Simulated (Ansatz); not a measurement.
# ClFHOSV: basis-set convergence

The task here is to estimate one member of a computed series from the others.

The runs use Ansatz 0.2.0, Gaussian basis; one geometry, several basis sets.

Levels to be run: PBE0-D4/def2-SVP; ωB97M-V/def2-SVP; PBE0-D4/def2-QZVPP; ωB97M-V/def2-QZVPP; the functionals' def2-TZVPP values are taken from earlier runs.

**The relaxed structure**

An earlier PBE0-D4 in a triple-zeta def2 set relaxation fixed the geometry.

SMILES `[OH][V]([F])(=[S])[Cl]`, 6 atoms, charge 0, spin multiplicity 1.

Atoms are counted from 1 here; the program's logs count them from 0.

Bond lengths: O1–V2 1.732 Å, O1–H6 0.962 Å, V2–F3 1.717 Å, V2–S4 1.987 Å, V2–Cl5 2.139 Å. Angles: V2–O1–H6 125.6°, O1–V2–F3 110.0°, O1–V2–S4 109.1°, O1–V2–Cl5 109.5°, F3–V2–S4 109.6°, F3–V2–Cl5 110.2°, S4–V2–Cl5 108.4°.

Set-up of the first run:

Contents of in.yaml:

```yaml
crystal:
  periodic: [false, false, false]
  atoms:
    - {symbol: O, position_ang: [-0.455469, 0.323823, 1.266173]}
    - {symbol: V, position_ang: [0.297535, -0.015816, -0.256183]}
    - {symbol: F, position_ang: [1.946023, -0.431979, -0.016260]}
    - {symbol: S, position_ang: [-0.650725, -1.528279, -1.127732]}
    - {symbol: Cl, position_ang: [0.145141, 1.699530, -1.524912]}
    - {symbol: H, position_ang: [-1.240305, -0.111180, 1.612614]}
basis:
  gaussian: {orbitals: def2-SVP}
hamiltonian: {xc: pbe0, dispersion: d4}
output: {orbitals: {seedname: orbitals}}
```

On the command line:

```
$ ansatz run in.yaml --threads 4 --pin off --events-out ev --progress --plain --max-ram 10444MiB
```

Among the steps run: PBE0-D4 in def2-SVP; ωB97M-V in def2-SVP; PBE0-D4 in def2-QZVPP; ωB97M-V in def2-QZVPP.

One table of the session follows, with a row left open; its other results are not shown here.

It belongs to the step «Functionals by basis». 

```
functional       basis  HOMO (eV)  LUMO (eV)
   PBE0-D4    def2-SVP      -8.43      -3.76
   PBE0-D4  def2-TZVPP      -8.49      -3.76
   PBE0-D4  def2-QZVPP      -8.50      -3.77
   ωB97M-V    def2-SVP     -10.48      -1.53
   ωB97M-V  def2-TZVPP          ?          ?
   ωB97M-V  def2-QZVPP     -10.61      -1.62
```

Q: Estimate the row for ωB97M-V, def2-TZVPP from the others.

The run gave: HOMO (eV): -10.59; LUMO (eV): -1.58. In the column «HOMO (eV)» it lies between ωB97M-V, def2-QZVPP (-10.61) and ωB97M-V, def2-SVP (-10.48).
